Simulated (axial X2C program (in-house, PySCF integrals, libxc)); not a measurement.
**All-electron X2C curves of CdBe**

Aim: find the lowest determinant of CdBe, scan the bond at several levels and fit the constants, once spin-free and once with spin–orbit coupling.

Program: an in-house X2C program for linear molecules on PySCF integrals. Level of theory: all-electron X2C, Cd dyall-v3z, Be dyall-v3z. These are calculated values, not measurements.

### 1 Input

Contents of task.json:

```json
{"zs": [48, 4], "q": 0, "bas": ["dyall-v3z", "dyall-v3z"], "levels": ["PBE0", "HF", "B3LYP", "TPSSh"], "cc": false, "r0": 2.38, "npts": 10, "nst": 2, "ntry": 6}
```

Keys: zs atomic numbers; q charge; bas basis sets; levels methods (HF also brings MP2); cc coupled cluster on or off; r0 starting distance in Å; npts points asked for on the curve; nst determinants followed; ntry starts of the search.

Launch:

```bash
$ python so2c.py task.json out
```

Spin-free means the one-electron spin-free X2C Hamiltonian; two-component (2c) means X2C with spin–orbit coupling and atomic mean-field two-electron Coulomb and Gaunt terms. Basis: Cd dyall-v3z contracted to [12s12p8d3f2g], Be dyall-v3z contracted to [8s8p3d1f]; Gaussian nuclei, density fitting. Masses: Cd 113.903 u, Be 9.012 u.

Notation: σ, π±, δ± give the projection m of an orbital's angular momentum (0, ±1, ±2), α and β its spin, Λ and M_S the sums; ω is the projection of a spinor's total angular momentum and Ω the sum. Logs are in hartree.

The results follow Hamiltonian by Hamiltonian and level by level.

### 2 Search for the lowest determinant

PBE0 moves the distance from 2.380 Å to 3.023 Å and compares determinants there.

Spin-free determinants:

```json
{"ΔE (eV)": "0.00", "state": "M_S = 0, Λ = 0", "open shells": "closed shell"}
{"ΔE (eV)": "1.77", "state": "M_S = 1, Λ = 0", "open shells": "beyond closed shells: 2 × σα"}
{"ΔE (eV)": "1.90", "state": "M_S = 1, Λ = 1", "open shells": "beyond closed shells: σα, π+α"}
{"ΔE (eV)": "2.52", "state": "M_S = 0, Λ = 1", "open shells": "beyond closed shells: σα, π+β"}
{"ΔE (eV)": "4.74", "state": "M_S = 1, Λ = 0", "open shells": "beyond closed shells: π+α, π-α"}
```

Two-component determinants:

| ΔE (eV) | state | open shells |
| --- | --- | --- |
| 0.00 | Ω = 0 | closed shell |
| 1.77 | Ω = 1 | excess of +ω over −ω: 2 × ω = 1/2 |
| 1.90 | Ω = 2 | excess of +ω over −ω: ω = 1/2, ω = 3/2 |
| 2.53 | Ω = 1 | excess of +ω over −ω: ω = -1/2, ω = 3/2 |

### 3 PBE0, spin-free

State followed: M_S = 0, Λ = 0 (closed shell). The scan is laid around 3.023 Å, a first estimate of the minimum, and this SCF restarts from the orbitals of the search.

The SCF at the reference distance of 3.023 Å:

```text
spin-free X2C-1e  PBE0
basis functions 181  fitting functions 899  grid points 5082
iter        total energy     max residual
   1      -5608.344255323     9.23e-05
   2      -5608.344255134     1.36e-04
   3      -5608.344255524     7.01e-06
   4      -5608.344255526     1.44e-06
converged
one-electron -7794.06012225  Coulomb 2310.50386371  exact exchange -38.99736443  xc functional -119.40029994  nuclear repulsion 33.60966738
```

Along the bond, energies from the lowest point:

| R (Å) | E (eV) | μ (D) | HOMO (eV) | LUMO (eV) | iterations |
| --- | --- | --- | --- | --- | --- |
| 2.630 | 0.0627 | -0.56 | -5.23 | -1.77 | 10 |
| 2.751 | 0.0236 | -0.51 | -5.32 | -1.70 | 9 |
| 2.842 | 0.0082 | -0.48 | -5.39 | -1.65 | 9 |
| 2.932 | 0.0013 | -0.44 | -5.46 | -1.64 | 8 |
| 3.023 | 0.0000 | -0.40 | -5.53 | -1.63 | 4 |
| 3.129 | 0.0035 | -0.36 | -5.61 | -1.62 | 8 |
| 3.235 | 0.0104 | -0.32 | -5.68 | -1.61 | 8 |
| 3.371 | 0.0215 | -0.27 | -5.76 | -1.60 | 8 |
| 3.537 | 0.0366 | -0.22 | -5.86 | -1.58 | 8 |
| 3.779 | 0.0570 | -0.15 | -5.98 | -1.55 | 9 |

Dipoles are positive if Be is the positive end.

Outer orbitals at the reference distance:

```json
{"symmetry": "σα", "occupied": "yes", "ε (eV)": "-14.11", "atomic character": "99% Cd d"}
{"symmetry": "δ-α", "occupied": "yes", "ε (eV)": "-14.10", "atomic character": "100% Cd d"}
{"symmetry": "δ+α", "occupied": "yes", "ε (eV)": "-14.10", "atomic character": "100% Cd d"}
{"symmetry": "π+α", "occupied": "yes", "ε (eV)": "-14.09", "atomic character": "100% Cd d"}
{"symmetry": "π-α", "occupied": "yes", "ε (eV)": "-14.09", "atomic character": "100% Cd d"}
{"symmetry": "σα", "occupied": "yes", "ε (eV)": "-7.57", "atomic character": "46% Cd s, 43% Be s, 5% Be p"}
{"symmetry": "σα", "occupied": "yes", "ε (eV)": "-5.53", "atomic character": "40% Be s, 35% Cd s, 12% Be p"}
{"symmetry": "σα", "occupied": "no", "ε (eV)": "-1.63", "atomic character": "54% Be p, 34% Cd p, 7% Cd s"}
{"symmetry": "π+α", "occupied": "no", "ε (eV)": "-1.57", "atomic character": "68% Be p, 31% Cd p"}
{"symmetry": "π-α", "occupied": "no", "ε (eV)": "-1.57", "atomic character": "68% Be p, 31% Cd p"}
{"symmetry": "π-α", "occupied": "no", "ε (eV)": "-0.18", "atomic character": "67% Cd p, 31% Be p"}
```

PBE0 fields in the half plane through the axis: z from -2.4 to 5.4 Å across, distance from the axis 0.15 to 2.25 Å upwards; Cd lies at z = 0 and Be at z = 3.023 Å; the ELF is damped to zero where the density is low.

log10 density (e/bohr³). Ten even steps from '0' (-4.22 ) to '9' (1.80 ):
```
000111222211111111111111000
011122222222222222222211100
011222333332222222332222110
112233344433333333333322211
122334445444333333433332211
122344566654433344444333221
123345677765444444544433221
123345679765444445764433221
```

ELF. Ten even steps from '0' (0.00 ) to '9' (1.00 ):
```
000123443320000013566420000
001344444331000147899974100
014554333332101369999998510
135543322222212589999999840
255432222222223799999999972
355432345432225896369999994
465322577752236940003999996
564323627263237906990999997
```

Re = 3.000 Å, ωe = 131.5 cm⁻¹, ωexe = 4.53 cm⁻¹, Be = 0.2243 cm⁻¹, De = 0.119 eV, μ = -0.41 D.

### 4 HF, spin-free

The SCF at the reference distance of 3.023 Å:

```text
spin-free X2C-1e  HF
basis functions 181  fitting functions 899  grid points 5082
iter        total energy     max residual
   1      -5605.936048884     4.73e-01
   2      -5605.958867275     6.29e-03
   3      -5605.959638532     1.66e-03
   4      -5605.959726010     9.25e-04
   5      -5605.959742155     1.83e-04
   6      -5605.959746247     5.78e-05
   7      -5605.959746610     3.29e-05
   8      -5605.959746705     4.85e-06
   9      -5605.959746708     1.16e-06
  10      -5605.959746708     2.32e-07
converged
one-electron -7793.87776994  Coulomb 2310.40060827  exact exchange -156.09225242  xc functional 0.00000000  nuclear repulsion 33.60966738
```

No constants are quoted: the lowest point is the long end of the scan.

### 5 B3LYP, spin-free

The SCF at the reference distance of 3.023 Å:

```text
spin-free X2C-1e  B3LYP
basis functions 181  fitting functions 899  grid points 5082
iter        total energy     max residual
   1      -5608.790102778     7.13e-02
   2      -5608.791270609     2.20e-03
   3      -5608.791220962     3.44e-03
   4      -5608.791341240     3.30e-04
   5      -5608.791341921     6.62e-05
   6      -5608.791341963     4.42e-05
   7      -5608.791341993     2.60e-06
   8      -5608.791341993     1.47e-06
converged
one-electron -7793.91093517  Coulomb 2310.34263553  exact exchange -31.19369941  xc functional -127.63901033  nuclear repulsion 33.60966738
```

Re = 3.190 Å, ωe = 81.4 cm⁻¹, ωexe = 5.27 cm⁻¹, Be = 0.1983 cm⁻¹, De = 0.028 eV, μ = -0.24 D.

### 6 TPSSh, spin-free

Output at 3.023 Å:

```text
spin-free X2C-1e  TPSSh
basis functions 181  fitting functions 899  grid points 5082
iter        total energy     max residual
   1      -5608.490496262     1.82e-01
   2      -5608.491635790     7.41e-03
   3      -5608.491335449     8.67e-03
   4      -5608.491869185     8.98e-04
   5      -5608.491879770     2.37e-04
   6      -5608.491880795     7.27e-05
   7      -5608.491880897     5.42e-06
   8      -5608.491880898     2.72e-06
converged
one-electron -7793.43823484  Coulomb 2309.86604327  exact exchange -15.59705639  xc functional -142.93230031  nuclear repulsion 33.60966738
```

Re = 2.980 Å, ωe = 132.0 cm⁻¹, ωexe = 3.97 cm⁻¹, Be = 0.2273 cm⁻¹, De = 0.119 eV, μ = -0.55 D.

### 7 Correlated methods, spin-free

Correlated methods: 14 electrons correlated (frozen shells, counted by type: Cd 4 s, 3 p, 1 d; Be 1 s), 240 virtual spinors in MP2.

MP2: No constants are quoted: too few points lie around the minimum for a second fit to confirm the first.

### 8 A higher determinant, spin-free

State: M_S = 1, Λ = 0 (beyond closed shells: 2 × σα).

Output at the reference distance:

```text
spin-free X2C-1e  PBE0
basis functions 181  fitting functions 899  grid points 5082
iter        total energy     max residual
   1      -5608.279067052     4.96e-06
   2      -5608.279067052     4.86e-06
converged
one-electron -7793.74728922  Coulomb 2310.27291424  exact exchange -39.00701113  xc functional -119.40734833  nuclear repulsion 33.60966738
```

| R (Å) | E above the lowest PBE0 point (eV) |
| --- | --- |
| 2.630 | 1.492 |
| 2.751 | 1.559 |
| 2.842 | 1.625 |
| 2.932 | 1.698 |
| 3.023 | 1.774 |
| 3.129 | 1.863 |
| 3.235 | 1.948 |
| 3.371 | 2.046 |
| 3.537 | 2.145 |

No constants are quoted: the lowest point is the short end of the scan.

### 9 The spin-free curves together

Energy (eV) of the followed determinant, spin-free, from each level's lowest point:

| R (Å) | PBE0 | HF | MP2 | B3LYP | TPSSh |
| --- | --- | --- | --- | --- | --- |
| 2.630 | 0.063 | 0.416 | 0.117 | 0.086 | 0.055 |
| 2.751 | 0.024 | 0.311 | 0.069 | 0.042 | 0.019 |
| 2.842 | 0.008 | 0.250 | 0.046 | 0.022 | 0.006 |
| 2.932 | 0.001 | 0.201 | 0.030 | 0.010 | 0.000 |
| 3.023 | 0.000 | 0.160 | 0.018 | 0.004 | 0.000 |
| 3.129 | 0.004 | 0.122 | 0.010 | 0.000 | 0.004 |
| 3.235 | 0.010 | 0.091 | 0.004 | 0.000 | 0.012 |
| 3.371 | 0.022 | 0.059 | 0.001 | 0.002 | 0.024 |
| 3.537 | 0.037 | 0.030 | 0.000 | 0.007 | 0.040 |
| 3.779 | 0.057 | 0.000 | 0.003 | 0.014 | 0.062 |

### 10 PBE0, 2c

State followed: Ω = 0 (closed shell). The scan is laid around 3.023 Å, a first estimate of the minimum, and this SCF restarts from the orbitals of the search.

The SCF at the reference distance of 3.023 Å:

```text
two-component X2C + atomic mean field  PBE0
basis functions 181  fitting functions 899  grid points 5082
iter        total energy     max residual
   1      -5606.003013896     3.63e-06
   2      -5606.003013896     4.33e-06
converged
one-electron -7787.46673285  Coulomb 2309.20535722  exact exchange -38.97396236  xc functional -119.33167884  nuclear repulsion 33.60966738  atomic mean-field constant -3.04566445
```

Along the bond, energies from the lowest point:

| R (Å) | E (eV) | μ (D) | HOMO (eV) | LUMO (eV) | iterations |
| --- | --- | --- | --- | --- | --- |
| 2.630 | 0.0627 | -0.56 | -5.23 | -1.81 | 10 |
| 2.751 | 0.0235 | -0.51 | -5.32 | -1.74 | 9 |
| 2.842 | 0.0082 | -0.48 | -5.39 | -1.70 | 9 |
| 2.932 | 0.0013 | -0.44 | -5.46 | -1.67 | 8 |
| 3.023 | 0.0000 | -0.40 | -5.53 | -1.65 | 2 |
| 3.129 | 0.0035 | -0.36 | -5.60 | -1.64 | 8 |
| 3.235 | 0.0104 | -0.32 | -5.68 | -1.62 | 8 |
| 3.371 | 0.0215 | -0.27 | -5.76 | -1.61 | 8 |
| 3.537 | 0.0366 | -0.22 | -5.86 | -1.58 | 8 |
| 3.779 | 0.0570 | -0.15 | -5.98 | -1.55 | 9 |

Dipoles are positive if Be is the positive end.

Outer spinors at the reference distance:

| ω | occupied | ε (eV) | atomic character | λ mixture |
| --- | --- | --- | --- | --- |
| 1/2 | yes | -14.52 | 100% Cd d | 58% π, 42% σ |
| 3/2 | yes | -14.52 | 100% Cd d | 80% δ, 20% π |
| 1/2 | yes | -13.84 | 100% Cd d | 58% σ, 42% π |
| 5/2 | yes | -13.84 | 100% Cd d | 100% δ |
| 3/2 | yes | -13.83 | 100% Cd d | 80% π, 20% δ |
| 1/2 | yes | -7.57 | 46% Cd s, 43% Be s, 5% Be p | 100% σ |
| 1/2 | yes | -5.53 | 40% Be s, 35% Cd s, 12% Be p | 100% σ |
| 1/2 | no | -1.65 | 56% Be p, 36% Cd p, 6% Cd s | 75% σ, 25% π |
| 1/2 | no | -1.57 | 65% Be p, 32% Cd p | 75% π, 25% σ |
| 3/2 | no | -1.56 | 69% Be p, 30% Cd p | 100% π |
| 1/2 | no | -0.21 | 66% Cd p, 33% Be p | 100% π |

PBE0 fields in the half plane through the axis: z from -2.4 to 5.4 Å across, distance from the axis 0.15 to 2.25 Å upwards; Cd lies at z = 0 and Be at z = 3.023 Å; the ELF is damped to zero where the density is low.

log10 density (e/bohr³). Ten even steps from '0' (-4.22 ) to '9' (1.80 ):
```
000111222211111111111111000
011122222222222222222211100
011222333332222222332222110
112233344433333333333322211
122334445444333333433332211
122344566654433344444333221
123345677765444444544433221
123345679765444445764433221
```

ELF. Ten even steps from '0' (0.00 ) to '9' (1.00 ):
```
000123443320000013566420000
001344444331000147899974100
014554333332101369999998510
135543322222212589999999840
255432222222223799999999972
355432345432225896369999994
465322577752236940003999996
564323627263237906990999997
```

Re = 3.000 Å, ωe = 131.5 cm⁻¹, ωexe = 4.52 cm⁻¹, Be = 0.2243 cm⁻¹, De = 0.119 eV, μ = -0.41 D.

### 11 HF, 2c

Output at 3.023 Å:

```text
two-component X2C + atomic mean field  HF
basis functions 181  fitting functions 899  grid points 5082
iter        total energy     max residual
   1      -5603.593222136     4.74e-01
   2      -5603.616039327     6.31e-03
   3      -5603.616810555     1.66e-03
   4      -5603.616898004     9.23e-04
   5      -5603.616914004     1.83e-04
   6      -5603.616918099     5.78e-05
   7      -5603.616918462     3.29e-05
   8      -5603.616918558     4.86e-06
   9      -5603.616918561     1.15e-06
  10      -5603.616918561     6.34e-07
converged
one-electron -7787.28228440  Coulomb 2309.09982537  exact exchange -155.99846246  xc functional 0.00000000  nuclear repulsion 33.60966738  atomic mean-field constant -3.04566445
```

No constants are quoted: the lowest point is the long end of the scan.

### 12 B3LYP, 2c

Output at 3.023 Å:

```text
two-component X2C + atomic mean field  B3LYP
basis functions 181  fitting functions 899  grid points 5082
iter        total energy     max residual
   1      -5606.449090433     7.13e-02
   2      -5606.450258655     2.21e-03
   3      -5606.450209492     3.45e-03
   4      -5606.450328914     3.32e-04
   5      -5606.450329578     6.62e-05
   6      -5606.450329620     4.43e-05
   7      -5606.450329651     2.58e-06
   8      -5606.450329651     1.46e-06
converged
one-electron -7787.31869458  Coulomb 2309.04532265  exact exchange -31.17498741  xc functional -127.56597325  nuclear repulsion 33.60966738  atomic mean-field constant -3.04566445
```

Re = 3.190 Å, ωe = 81.4 cm⁻¹, ωexe = 5.27 cm⁻¹, Be = 0.1984 cm⁻¹, De = 0.028 eV, μ = -0.24 D.

### 13 TPSSh, 2c

The SCF at the reference distance of 3.023 Å:

```text
two-component X2C + atomic mean field  TPSSh
basis functions 181  fitting functions 899  grid points 5082
iter        total energy     max residual
   1      -5606.147333687     1.82e-01
   2      -5606.148478281     7.41e-03
   3      -5606.148179576     8.65e-03
   4      -5606.148710103     9.08e-04
   5      -5606.148720748     2.37e-04
   6      -5606.148721773     7.26e-05
   7      -5606.148721875     5.50e-06
   8      -5606.148721876     2.73e-06
converged
one-electron -7786.84621221  Coulomb 2308.56895200  exact exchange -15.58770206  xc functional -142.84776254  nuclear repulsion 33.60966738  atomic mean-field constant -3.04566445
```

Re = 2.980 Å, ωe = 132.1 cm⁻¹, ωexe = 3.96 cm⁻¹, Be = 0.2274 cm⁻¹, De = 0.119 eV, μ = -0.55 D.

### 14 MP2, 2c

Correlated methods: 14 electrons correlated (frozen shells, counted by type: Cd 4 s, 3 p, 1 d; Be 1 s), 240 virtual spinors in MP2.

MP2: No constants are quoted: too few points lie around the minimum for a second fit to confirm the first.

### 15 A higher determinant, 2c

State: Ω = 1 (excess of +ω over −ω: 2 × ω = 1/2).

Output at the reference distance:

```text
two-component X2C + atomic mean field  PBE0
basis functions 181  fitting functions 899  grid points 5082
iter        total energy     max residual
   1      -5605.937899260     9.57e-06
   2      -5605.937899268     6.59e-06
   3      -5605.937899272     4.53e-06
   4      -5605.937899274     2.94e-06
converged
one-electron -7787.15804323  Coulomb 2308.97839164  exact exchange -38.98357782  xc functional -119.33867280  nuclear repulsion 33.60966738  atomic mean-field constant -3.04566445
```

| R (Å) | E above the lowest PBE0 point (eV) |
| --- | --- |
| 2.630 | 1.488 |
| 2.751 | 1.556 |
| 2.842 | 1.622 |
| 2.932 | 1.695 |
| 3.023 | 1.772 |
| 3.129 | 1.861 |
| 3.235 | 1.947 |
| 3.371 | 2.046 |
| 3.537 | 2.145 |

No constants are quoted: the lowest point is the short end of the scan.

### 16 The 2c curves together

Energy (eV) of the followed determinant, 2c, from each level's lowest point:

| R (Å) | PBE0 | HF | MP2 | B3LYP | TPSSh |
| --- | --- | --- | --- | --- | --- |
| 2.630 | 0.063 | 0.416 | 0.117 | 0.086 | 0.055 |
| 2.751 | 0.024 | 0.311 | 0.070 | 0.042 | 0.019 |
| 2.842 | 0.008 | 0.250 | 0.047 | 0.022 | 0.006 |
| 2.932 | 0.001 | 0.201 | 0.030 | 0.010 | 0.000 |
| 3.023 | 0.000 | 0.161 | 0.019 | 0.003 | 0.000 |
| 3.129 | 0.004 | 0.122 | 0.010 | 0.000 | 0.004 |
| 3.235 | 0.010 | 0.091 | 0.004 | 0.000 | 0.012 |
| 3.371 | 0.022 | 0.059 | 0.001 | 0.002 | 0.024 |
| 3.537 | 0.037 | 0.030 | 0.000 | 0.007 | 0.040 |
| 3.779 | 0.057 | 0.000 | 0.003 | 0.014 | 0.062 |

The whole job took 1.8 min on 1 thread, shared host.

### 17 Constants

Lowest determinant that the search found at its distance, spin-free: M_S = 0, Λ = 0 (closed shell).

Lowest determinant that the search found at its distance, 2c: Ω = 0 (closed shell).

| Hamiltonian | level | Re (Å) | ωe (cm⁻¹) | De (eV) | μ (D) |
| --- | --- | --- | --- | --- | --- |
| spin-free | PBE0 | 3.000 | 131.5 | 0.119 | -0.41 |
| spin-free | B3LYP | 3.190 | 81.4 | 0.028 | -0.24 |
| spin-free | TPSSh | 2.980 | 132.0 | 0.119 | -0.55 |
| 2c | PBE0 | 3.000 | 131.5 | 0.119 | -0.41 |
| 2c | B3LYP | 3.190 | 81.4 | 0.028 | -0.24 |
| 2c | TPSSh | 2.980 | 132.1 | 0.119 | -0.55 |

Dipoles are positive if Be is the positive end. No constants: spin-free HF (the lowest point is the long end of the scan); spin-free MP2 (too few points lie around the minimum for a second fit to confirm the first); 2c HF (the lowest point is the long end of the scan); 2c MP2 (too few points lie around the minimum for a second fit to confirm the first).

Time per point (s) on 1 thread, shared host (2c runs); the times are rough: PBE0 0.54, B3LYP 0.58, TPSSh 0.98.

At PBE0, going from spin-free to two-component changes Re by 0 mÅ, ωe by 0.0 %, which is small (part of it comes from the scalar share of the two-electron terms). De moves by 0.00 eV; both De rest on single-determinant atoms, which can miss part of an open shell's spin–orbit lowering.

De refers to Cd + Be, each in the lowest determinant found, which need not be this curve's own limit. The state is a single determinant with fixed occupations, the lowest that a limited PBE0 search found. The closed shell is kept restricted; where the fragments are open shells, the energy then runs too high at long range. De is counted from the lowest determinant-based energies of the atoms at the same level, without counterpoise correction. The meta-GGAs lack a current-density term, which matters for open shells with orbital currents, atoms included.
